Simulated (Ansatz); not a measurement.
This was printed by a script on Ansatz 0.2.0 through its Python package, for a convergence test of the k-point mesh of TePb, space group Fm-3m. What did the script look like? Level of theory (first run): r2SCAN, PAW, cutoff 530 eV, 2×2×2 k-points, fixed occupations. The script varies spacing (1/A): 1.0, 0.6, 0.4, 0.3.

```cif
data_structure
_symmetry_space_group_name_H-M 'P 1'
_symmetry_Int_Tables_number 1
_cell_length_a 4.5693
_cell_length_b 4.5693
_cell_length_c 4.5693
_cell_angle_alpha 60.000
_cell_angle_beta 60.000
_cell_angle_gamma 60.000
_cell_volume 67.46
loop_
_atom_site_label
_atom_site_type_symbol
_atom_site_fract_x
_atom_site_fract_y
_atom_site_fract_z
_atom_site_occupancy
Te1 Te 0.50000 0.50000 0.50000 1
Pb1 Pb 0.00000 0.00000 0.00000 1
```

```console
$ python tepb.py
spacing (1/A)   F/atom (eV)    iterations      k-points
         1.0   -9457.54229             6             3
         0.6   -9458.35742             6             4
         0.4   -9458.33799             6            10
         0.3   -9458.33821             6            16
1.0: +795.92 meV/atom
0.6: -19.21 meV/atom
0.4: +0.22 meV/atom  (within 1 meV)
```

The script that was run (others could print the same):

The script, `tepb.py`:
```python
"""Convergence of TePb with the k-point mesh."""

from dataclasses import dataclass

import ansatz
import matplotlib.pyplot as plt


@dataclass
class Settings:
    ecut: int = 530
    smearing: str = "fixed"


opts = Settings()


def main() -> None:
    tepb = (
        ansatz.Lattice.of((0.0, 3.231, 3.231), (3.231, 0.0, 3.231), (3.231, 3.231, 0.0))
        .atom("Te", (0.5, 0.5, 0.5))
        .atom("Pb", (0.0, 0.0, 0.0))
    )

    base = tepb.calculation()
    base = base.functional(ansatz.Functional.R2SCAN)
    base = base.basis(opts.ecut)
    base = base.occupations(opts.smearing)

    rows = []
    for value in [1.0, 0.6, 0.4, 0.3]:
        report = base.kpoints(spacing=value).run(threads=1, pin="off").report
        rows.append((value, report["free_energy_ev"] / len(report["lattice"]["sites"]), report["n_iterations"], report["n_kpoints"]))

    print("spacing (1/A)   F/atom (eV)    iterations      k-points")
    for row in rows:
        print(f"{str(row[0]):>12s}  {row[1]:12.5f}  {row[2]:12d}  {row[3]:12d}")

    # the last row is the reference
    for row in rows[:-1]:
        shift = 1000 * (row[1] - rows[-1][1])
        print(f"{row[0]}: {shift:+.2f} meV/atom" + ("  (within 1 meV)" if abs(shift) < 1 else ""))
    plt.figure(figsize=(4.5, 3))
    plt.plot([str(row[0]) for row in rows], [1000 * (row[1] - rows[-1][1]) for row in rows], "o-")
    plt.xlabel("spacing (1/A)")
    plt.ylabel("F - F(last) (meV/atom)")
    plt.tight_layout()
    plt.savefig("kconv.png", dpi=100)


if __name__ == "__main__":
    main()
```

From a spacing of 0.4 (5×5×5) on it stays within 1 meV an atom of the value at a spacing of 0.3 (6×6×6); the first row (a spacing of 1.0 (2×2×2)) is off by 795.9 meV and the last but one by 0.22 meV. That rests on few rows after larger swings, so the series isn't shown to be converged. It goes up and down, since the sum over k-points isn't variational.

Spin-orbit coupling, which matters for elements this heavy, is left out. The starting cell is as deposited in a crystallographic database; the results hold for this polymorph, which needn't be the stable one. Shifts are counted from the finest mesh, which is itself no proven limit. Timing: 7.4 s on 1 thread of Intel(R) Xeon(R) Processor @ 2.30GHz, with other jobs on the host, peak memory 0.69 GiB.
